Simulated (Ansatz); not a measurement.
# B5C: the cost of one run

Program: Ansatz 0.2.0. Level of theory: DFT PBE, scalar-relativistic, plane waves, PAW. These are calculated values, not measurements.

1 further run of the same task is left out (it didn't finish).

## Step 1: The system as given

It takes space group P-6m2 (No. 187, hexagonal). Conventional cell: a = 2.510 Å, b = 2.510 Å, c = 12.561 Å, α = 90.00°, β = 90.00°, γ = 120.00°. B (site symmetry 3m) is surrounded by 9 B at 2.51 Å and 3 C at 2.58 Å. B (site symmetry 3m) is surrounded by 12 B at 2.51 to 2.55 Å. B (site symmetry -6m2) is surrounded by 12 B at 2.51 to 2.55 Å. C (site symmetry -6m2) has 6 C at 2.51 Å and 6 B at 2.58 Å in its first shell of neighbours.

As a file:

```xyz
6
Lattice="2.5102 0.0000 0.0000 -1.2551 2.1739 0.0000 0.0000 0.0000 12.5608" Properties=species:S:1:pos:R:3 pbc="T T T"
B     1.2551    0.7246    2.1324
B     0.0000    0.0000    4.1874
B     1.2551    0.7246    6.2804
B     0.0000    0.0000    8.3735
B     1.2551    0.7246   10.4285
C     0.0000    0.0000    0.0000
```

A structure generator made this guess: species swapped into a database cell of Li5Mg (P-6m2, No. 187), with B on the Li sites and C on the Mg sites. Its size is a rough estimate.

## Step 2: A first look at the guess

File input.yaml:

```yaml
crystal:
  lattice:
    - [2.51021713, 0.0, 0.0]
    - [-1.25510856, 2.1739118, 0.0]
    - [0.0, 0.0, 12.56084047]
  atoms:
    - { symbol: B, position: [0.66666667, 0.33333333, 0.16976275] }
    - { symbol: B, position: [0.0, 0.0, 0.33336717] }
    - { symbol: B, position: [0.66666667, 0.33333333, 0.5] }
    - { symbol: B, position: [0.0, 0.0, 0.66663283] }
    - { symbol: B, position: [0.66666667, 0.33333333, 0.83023725] }
    - { symbol: C, position: [0.0, 0.0, 0.0] }
basis:
  ecutwfc: 420
kpoints:
  mp_grid: { grid: [6, 6, 2] }
hamiltonian:
  xc: pbe
scf:
  occupations: { method: gaussian, width: 0.1 }
  lower_state_search: "off"
output:
  forces: true
  stress: true
  eigenvalues: true
```

Started as:

```bash
ansatz run input.yaml --threads 1 --pin off --max-ram 2560MiB --backend cpu --events-out ev --progress --plain --runs-dir out
```

What time and memory should one allow on 1 thread of Intel Xeon at 2.50GHz (Skylake/Cascade Lake), shared host?

About 2.5 s, with a peak of 0.32 GiB.
